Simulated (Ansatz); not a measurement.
# CH₆AlNOS: basis-set convergence

Aim: see how fast density functionals converge with the basis set for CH₆AlNOS.

Program: Ansatz 0.2.0, Gaussian basis. Level of theory: one geometry, several basis sets. These are calculated values, not measurements.

Plan: PBE0-D4/def2-SVP; ωB97M-V/def2-SVP; PBE0-D4/def2-QZVPP; ωB97M-V/def2-QZVPP; the functionals' def2-TZVPP values are taken from earlier runs.

**1. The relaxed structure**

All runs share one geometry, relaxed beforehand with PBE0-D4 in a triple-zeta def2 set.

11 atoms, charge 0, spin multiplicity 1.

Atoms are counted from 1 here; the program's logs count them from 0.

Bond lengths: C1–N2 1.447 Å, C1–H6 1.096 Å, C1–H7 1.093 Å, C1–H8 1.096 Å, N2–Al3 1.757 Å, N2–H9 1.008 Å, Al3–O4 1.692 Å, Al3–S5 2.189 Å, O4–H10 0.954 Å, S5–H11 1.344 Å. Angles: N2–C1–H6 112.4°, N2–C1–H7 110.2°, N2–C1–H8 112.4°, H6–C1–H7 106.9°, H6–C1–H8 107.8°, H7–C1–H8 106.9°, C1–N2–Al3 128.0°, C1–N2–H9 112.5°, Al3–N2–H9 119.5°, N2–Al3–O4 118.2°, N2–Al3–S5 118.0°, O4–Al3–S5 123.8°, Al3–O4–H10 125.6°, Al3–S5–H11 93.3°.

As a file:

| atom | x (Å) | y (Å) | z (Å) |
| --- | --- | --- | --- |
| C1 | -0.4031 | -0.4573 | 1.8188 |
| N2 | 0.5828 | -0.1983 | 0.7922 |
| Al3 | 0.3064 | 0.2176 | -0.8926 |
| O4 | 1.6537 | 0.4694 | -1.8850 |
| S5 | -1.7633 | 0.3811 | -1.5859 |
| H6 | -0.3338 | 0.2513 | 2.6527 |
| H7 | -1.4109 | -0.3642 | 1.4056 |
| H8 | -0.3201 | -1.4698 | 2.2312 |
| H9 | 1.5277 | -0.2783 | 1.1352 |
| H10 | 1.6258 | 0.7006 | -2.8099 |
| H11 | -1.3998 | 0.6907 | -2.8417 |

**2. PBE0-D4 in def2-SVP**

in.yaml

```yaml
crystal:
  periodic: [false, false, false]
  atoms:
    - {symbol: C, position_ang: [-0.403145, -0.457253, 1.818785]}
    - {symbol: N, position_ang: [0.582786, -0.198300, 0.792183]}
    - {symbol: Al, position_ang: [0.306354, 0.217620, -0.892618]}
    - {symbol: O, position_ang: [1.653702, 0.469434, -1.884976]}
    - {symbol: S, position_ang: [-1.763336, 0.381053, -1.585907]}
    - {symbol: H, position_ang: [-0.333787, 0.251252, 2.652724]}
    - {symbol: H, position_ang: [-1.410855, -0.364184, 1.405588]}
    - {symbol: H, position_ang: [-0.320079, -1.469753, 2.231191]}
    - {symbol: H, position_ang: [1.527693, -0.278304, 1.135162]}
    - {symbol: H, position_ang: [1.625826, 0.700586, -2.809874]}
    - {symbol: H, position_ang: [-1.399759, 0.690749, -2.841656]}
basis:
  gaussian: {orbitals: def2-SVP}
hamiltonian: {xc: pbe0, dispersion: d4}
output: {orbitals: {seedname: orbitals}}
```

The run is started by

```console
$ ansatz run in.yaml --threads 4 --pin off --events-out ev --progress --plain --max-ram 10444MiB
```

The runs that follow: ωB97M-V in def2-SVP; PBE0-D4 in def2-QZVPP; ωB97M-V in def2-QZVPP.

Before running them: what should the planned runs give, taken together? Wanted: PBE0-D4: double and triple zeta above quadruple; ωB97M-V: double and triple zeta above quadruple.

**Answer**, as computed:

| quantity | value |
| --- | --- |
| PBE0-D4: double and triple zeta above quadruple | 12.64, 0.83 eV |
| ωB97M-V: double and triple zeta above quadruple | 12.76, 0.80 eV |

In words: For PBE0-D4 the step from double to triple zeta gains 11.81 eV and the next only 0.83 eV. These are total energies; as a rule much of such shifts cancels in differences, which this series doesn't test. The LUMO of ωB97M-V is positive and keeps falling with the basis (1.66 to 0.73 eV): an unbound level that the basis holds in place.
